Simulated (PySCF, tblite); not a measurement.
**C5H7BrN2: geometry, infrared bands and NMR shifts**

What infrared bands and NMR shifts should C5H7BrN2 (`CCc1[nH]cnc1Br`) show?

Programs: tblite 0.8.0 and PySCF 2.14.0, with density-fitted response routines of our own. Each step states its level of theory. These are calculated values for one molecule in the gas phase, unless marked as measured. Atoms count from 0, in the outputs and in this text.

**1. The starting structure**

15 atoms, charge 0, multiplicity 1; geometry from: force field or distance geometry start.

Bonds of the start (Å): C0–C1 1.54, C1–C2 1.50, C2–N3 1.33, N3–C4 1.35, C4–N5 1.36, N5–C6 1.37, C6–Br7 1.92, C6–C2 1.37, C0–H8 1.08, C0–H9 1.13, C0–H10 1.13, C1–H11 1.06, C1–H12 1.18, N3–H13 1.05, C4–H14 1.09.

**2. Optimising the geometry with GFN2-xTB**

Job settings and geometry (Å):

```
{"job": {"kind": "relax", "xc": "GFN2-xTB", "basis": "xTB"}, "charge": 0, "multiplicity": 1}
C     -1.942300    -0.357500     0.224100
C     -1.004600     0.651000    -0.472300
C      0.431200     0.324100    -0.178400
N      0.955200    -0.866300    -0.456200
C      2.214400    -0.932700     0.038600
N      2.521300     0.256300     0.625200
C      1.401700     1.028300     0.478700
Br     1.264000     2.871200     0.993600
H     -1.896000    -0.265800     1.297000
H     -3.012000    -0.209600    -0.110300
H     -1.657200    -1.403200    -0.109300
H     -1.328400     0.752700    -1.481500
H     -1.255800     1.619300     0.146800
H      0.449300    -1.650500    -0.942900
H      2.854600    -1.809400    -0.075100
```

Launch:

```
$ OMP_NUM_THREADS=1 python probes_run.py task.json out
```

One launch serves the whole session: the jobs run in the order shown.

**Question.** This job is followed by: GFN2-xTB harmonic vibrations, gas phase; GIAO PBE0/pcSseg-1 NMR shielding, non-relativistic, gas phase. What will the session give for the following? strongest single infrared mode (GFN2-xTB); zero-point energy (GFN2-xTB); 13C shifts against TMS (PBE0/pcSseg-1); 1H shifts against TMS (PBE0/pcSseg-1, means over atoms taken as alike); 15N shifts against NH3 (PBE0/pcSseg-1); 79Br shifts against HBr (PBE0/pcSseg-1); surface potential, 1st and 99th percentile.

The runs gave:

| quantity | value |
| --- | --- |
| strongest single infrared mode (GFN2-xTB) | 1483 cm⁻¹, 58 km/mol |
| zero-point energy (GFN2-xTB) | 72.3 kcal/mol |
| 13C shifts against TMS (PBE0/pcSseg-1) | 135.6, 135.2, 133.5, 22.7, 18.2 ppm |
| 1H shifts against TMS (PBE0/pcSseg-1, means over atoms taken as alike) | 8.19, 7.19, 2.77, 1.17 ppm |
| 15N shifts against NH3 (PBE0/pcSseg-1) | 309.4, 183.6 ppm |
| 79Br shifts against HBr (PBE0/pcSseg-1) | 398 ppm |
| surface potential, 1st and 99th percentile | -2.03 V and 2.61 V |

In words: Relaxing lowered the energy by 0.579 eV in 97 steps; the close pair that moved most is C1–H12, from 1.176 to 1.092 Å. All 39 modes are real, so the xTB geometry is a minimum. The strongest single mode, at 1483 cm⁻¹, moves mainly C4 and N5. Unscaled tight-binding wavenumbers are off by several per cent, some by more. Its intensities can rank the bands wrongly. C6 stands next to heavy halogen, whose spin-orbit shielding this run leaves out, so the computed shift lies too far downfield, most of all for carbon beside Br or I. At PBE0/pcSseg-1: Shielding is most anisotropic at Br7 (span 1228 ppm, paramagnetic term -898 ppm). NICS(1)zz of -27 ppm above the planar ring from C2 marks a diatropic (aromatic) ring current. Spin-orbit coupling is left out, which matters for shieldings and couplings at and beside the heavy atoms.
